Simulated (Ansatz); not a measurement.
# Na₃Ga, space group Pm-3m: an equation of state with a fit

Computed with Ansatz 0.2.0, Python API.

Interactive session:
```pycon
>>> from dataclasses import dataclass
>>> import ansatz as az
>>> from ase.eos import EquationOfState
>>> from ase.units import GPa
>>> import numpy as np
>>> @dataclass
... class Settings:
...     filling: str = "fermi_dirac"
...     sigma: float = 0.1
...     xc: str = "r2SCAN"
...     cutoff: int = 600
...     kgrid: tuple[int, ...] = (5, 5, 5)
...
>>> settings = Settings()
>>> VECTORS = np.array([
...     [4.831935, 0.0, 0.0],
...     [0.0, 4.831935, 0.0],
...     [0.0, 0.0, 4.831935],
... ])
>>> SITES = [
...     ("Na", [0.5, 0.0, 0.5]),
...     ("Na", [0.0, 0.5, 0.5]),
...     ("Na", [0.5, 0.5, 0.0]),
...     ("Ga", [0.0, 0.0, 0.0]),
... ]
>>> def crystal_on(cell):
...     crystal = az.Crystal(lattice=az.Lattice.of(cell))
...     for symbol, position in SITES:
...         crystal = crystal.atom(symbol, position)
...     return crystal
...
>>> # scale the volume, keep shape and fractions
>>> volumes, energies, pressures = [], [], []
>>> for scale in np.linspace(0.95, 1.07, 5):
...     cell = VECTORS * scale ** (1 / 3)
...     model = (
...         crystal_on(cell).calculation()
...         .occupations(settings.filling, width=settings.sigma)
...         .functional(settings.xc)
...         .basis(settings.cutoff)
...         .kpoints(*settings.kgrid)
...         .stress()
...     )
...     report = model.run(threads=1).report
...     volumes.append(abs(np.linalg.det(cell)) / len(SITES))
...     energies.append(report["free_energy_ev"] / len(SITES))
...     pressures.append(np.trace(report["stress_gpa"]) / 3)
...     print(f"V = {volumes[-1]:8.4f} A^3/atom  F = {energies[-1]:.5f} eV/atom  P = {pressures[-1]:8.3f} GPa")
...
V =  26.7933 A^3/atom  F = -2063.97309 eV/atom  P =    0.412 GPa
V =  27.6394 A^3/atom  F = -2063.97400 eV/atom  P =   -0.055 GPa
V =  28.4856 A^3/atom  F = -2063.97263 eV/atom  P =   -0.454 GPa
V =  29.3317 A^3/atom  F = -2063.96931 eV/atom  P =   -0.797 GPa
V =  30.1778 A^3/atom  F = -2063.96430 eV/atom  P =   -1.090 GPa
>>> eos = EquationOfState(volumes, energies, eos="birchmurnaghan")
>>> v0, e0, bulk = eos.fit()
>>> print(f"V0 = {v0:.4f} A^3/atom, E0 = {e0:.5f} eV/atom, B = {bulk / GPa:.1f} GPa")
V0 = 27.5331 A^3/atom, E0 = -2063.97402 eV/atom, B = 14.3 GPa
```

A third-order Birch-Murnaghan fit through the 5 points has its minimum at 27.53 Å³ an atom, 2.4 % below the typed cell, with a bulk modulus of 14 GPa and dB/dP = 4.0. From that minimum the energy rises by 0.9 meV an atom on the compressed side and 9.7 meV on the expanded side. The window is off centre, so dB/dP is rough.

Reading the output:
- Absolute energies stand on the zero of these potentials, so only differences at equal settings mean something.
- The mesh is modest for a metal, so energies can be off by several to tens of meV an atom and pressures by half a GPa or more; differences at equal mesh fare better.
- Pressure is positive in compression.
- The structure comes from a database of computed cells and needn't be a stable or known phase.
- Hardware and time: 32 s on 1 thread of Arm Neoverse V1, with other jobs on the host, peak memory 0.71 GiB.
